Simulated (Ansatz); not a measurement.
# SbF₃: taking an electron away

One table from this session's results is given with a row withheld; the runs are named, their logs left out.

Computed with Ansatz 0.2.0, Gaussian basis. Level: unrestricted cation, the program's frozen cores in correlated methods.

Levels to be run: UKS PBE-D4/def2-TZVPP; UKS r2SCAN-D4/def2-TZVPP; UKS PBE0-D4/def2-TZVPP; UKS B3LYP-D4/def2-TZVPP; UKS wB97X-V/def2-TZVPP; UKS wB97M-V/def2-TZVPP; UKS B2PLYP/def2-TZVPP; UHF-CCSD(T)/def2-TZVPP; UHF-CCSD(T)/def2-QZVPP; extrapolation to the limit; then −ε(HOMO) from the neutral's earlier runs with LDA (SPW92), PBE-D4, revPBE-D4, BLYP-D4, r2SCAN-D4, B97M-V, PBE0-D4, B3LYP-D4, r2SCANh-D4, r2SCAN0-D4, HSE06-D4, BHLYP-D4, CAM-B3LYP-D4, LC-ωPBE, ωB97X-V, ωB97M-V.

### The relaxed structure

The geometry comes from an earlier relaxation with PBE0-D4 in a triple-zeta def2 set; it is a stationary point. Sb takes the def2 core potential; no spin-orbit term is included.

4 atoms, charge 0, spin multiplicity 1.

Atoms are counted from 1 here; the program's logs count them from 0.

Bond lengths: F1–Sb2 1.886 Å, Sb2–F3 1.886 Å, Sb2–F4 1.886 Å. Angles: F1–Sb2–F3 94.7°, F1–Sb2–F4 94.7°, F3–Sb2–F4 94.7°.

The first run:

in.yaml reads:

```yaml
crystal:
  periodic: [false, false, false]
  atoms:
    - {symbol: F, position_ang: [-1.521026, -0.354643, 0.393088]}
    - {symbol: Sb, position_ang: [0.139690, 0.535402, 0.482839]}
    - {symbol: F, position_ang: [1.165097, -1.047857, 0.482842]}
    - {symbol: F, position_ang: [0.271739, 0.806799, -1.379169]}
basis:
  gaussian: {orbitals: def2-TZVPP}
total_charge: 1
magnetization: {spin_polarized: true, initial_magnetization: 1}
hamiltonian: {xc: pbe, dispersion: d4}
```

Started as:

```sh
> ansatz run in.yaml --threads 2 --pin off --events-out ev --progress --plain --max-ram 22528MiB --backend cpu
```

Steps of the session up to this table: Cation, UKS PBE-D4/def2-TZVPP; Cation, UKS r2SCAN-D4/def2-TZVPP; Cation, UKS PBE0-D4/def2-TZVPP; Cation, UKS B3LYP-D4/def2-TZVPP; Cation, UKS wB97X-V/def2-TZVPP; Cation, UKS wB97M-V/def2-TZVPP; Cation, UKS B2PLYP (frozen core)/def2-TZVPP; Cation, UHF-CCSD(T)/def2-TZVPP; Cation, UHF-CCSD(T)/def2-QZVPP.

One table of the session follows, with a row left open; its other results are not shown here.

It belongs to the step «Ionisation energies side by side». For comparison, −ε(HOMO) of the neutral from earlier runs:

```
  functional  −ε(HOMO) (eV)
 LDA (SPW92)           8.65
      PBE-D4           8.36
   revPBE-D4           8.27
     BLYP-D4           8.29
   r2SCAN-D4           8.74
      B97M-V           8.64
     PBE0-D4           9.77
    B3LYP-D4           9.59
  r2SCANh-D4              ?
  r2SCAN0-D4          10.04
    HSE06-D4           9.36
    BHLYP-D4          11.07
CAM-B3LYP-D4          11.17
     LC-ωPBE          12.35
     ωB97X-V          12.04
     ωB97M-V          11.98
```

**Question.** Estimate the row for r2SCANh-D4.

Worked estimate for «−ε(HOMO) (eV)». Against the share of exact exchange, r2SCAN-D4 (0, 8.74), r2SCAN0-D4 (0.25, 10.04) give a slope of 5.20 per unit share; at 0.1 the line stands at 9.26.

As computed: −ε(HOMO) (eV): 9.27. In «−ε(HOMO) (eV)» the line misses by -0.01.

Caveats from the session: The cation may have settled in a state other than its lowest; no search over hole states beyond the program's own was made.
